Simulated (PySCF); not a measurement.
# C5H16GaP: the cost of one run

The runs use PySCF 2.14.0, with density-fitted response routines of our own; the level of theory stands in each step. All values are computed, except where a source is named. Atoms count from 0, in the outputs and in this text.

## 1. Starting geometry

23 atoms, charge 0, multiplicity 1; geometry from: UFF. The atoms were then displaced at random by about 0.03 Å, so the start is not that level's minimum.

Bonds of the start (Å): C0–C1 1.55, C1–C2 1.53, C1–P3 1.72, P3–C4 1.85, P3–C5 1.86, P3–Ga6 2.29, C0–H7 1.08, C0–H8 1.20, C0–H9 1.03, C1–H10 1.11, C2–H11 1.19, C2–H12 1.15, C2–H13 1.06, C4–H14 1.12, C4–H15 1.07, C4–H16 1.10, C5–H17 1.11, C5–H18 1.09, C5–H19 1.17, Ga6–H20 1.69, Ga6–H21 1.56, Ga6–H22 1.67.

## 2. Optimising the geometry at PBE0-D3(BJ)/def2-SVP

The job: settings as JSON, then the geometry in Å.

```
{"job": {"xc": "PBE0", "basis": "def2-SVP", "d3": "d3bj", "grid": 1, "shake": 0.03, "kind": "geom"}, "charge": 0, "multiplicity": 1}
C      1.914630     0.204780     1.159730
C      1.110100    -0.578450     0.091880
C      1.686510    -0.361120    -1.311460
P     -0.563380    -0.167270     0.063870
C     -1.400760    -0.506350     1.675860
C     -1.528140    -1.213880    -1.139560
Ga    -1.033450     2.012060    -0.480150
H      1.491040     0.094270     2.143430
H      1.742350     1.380380     0.981840
H      2.926170     0.018190     1.191770
H      1.213330    -1.644560     0.399710
H      2.845800    -0.604860    -1.241290
H      1.552220     0.732390    -1.640260
H      1.211530    -1.008580    -2.010480
H     -0.982190     0.188120     2.450510
H     -1.174450    -1.486190     2.040610
H     -2.485020    -0.307580     1.648520
H     -1.328650    -2.276300    -0.893950
H     -1.176580    -1.006730    -2.150070
H     -2.684600    -1.031580    -1.053050
H     -2.699400     2.283970    -0.509390
H     -0.333530     2.919310     0.572070
H     -0.446260     2.349620    -2.011860
```

Started as:

```sh
$ OMP_NUM_THREADS=1 python probes_run.py task.json out
```

One launch serves the whole session: the jobs run in the order shown.

**Question.** How long does this first job take on 1 thread of Arm Neoverse V2, shared host, and how much memory does it need?

About 2.4 min, with a peak of 0.89 GiB.
